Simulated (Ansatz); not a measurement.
The system is PtSe.

```
CELL_PARAMETERS angstrom
3.70187 0.00000 0.00000
-1.85094 3.20591 0.00000
0.00000 0.00000 3.61284
ATOMIC_POSITIONS crystal
Pt 0.00000 0.00000 0.00000
Se 0.66667 0.33333 0.50000
```

The cell comes from a database or a generator and needn't be the stable form of this composition.

Base run:

```yaml
Program: Ansatz 0.2.0
Functional: PBE
Potentials_or_basis: Ansatz PAW
Cutoff: "420 eV (not typed: the program's choice for these potentials)"
k_mesh: 8 × 8 × 7
Occupations: fermi-dirac, width 0.05 eV
Spin: no spin polarisation
Hubbard_terms: Pt d U = 1 eV
```

Its results: band gap on the k mesh none (metal or under the smearing width); pressure -11.4 GPa.

Q: The run is repeated on the same cell with these changes: hubbard terms from Pt d U = 1 eV to Pt d U = 6 eV. What comes out?

A: Band gap on the k mesh none (metal or under the smearing width); pressure -10.5 GPa.

Caveats: U without spin polarisation on a metal has little footing.
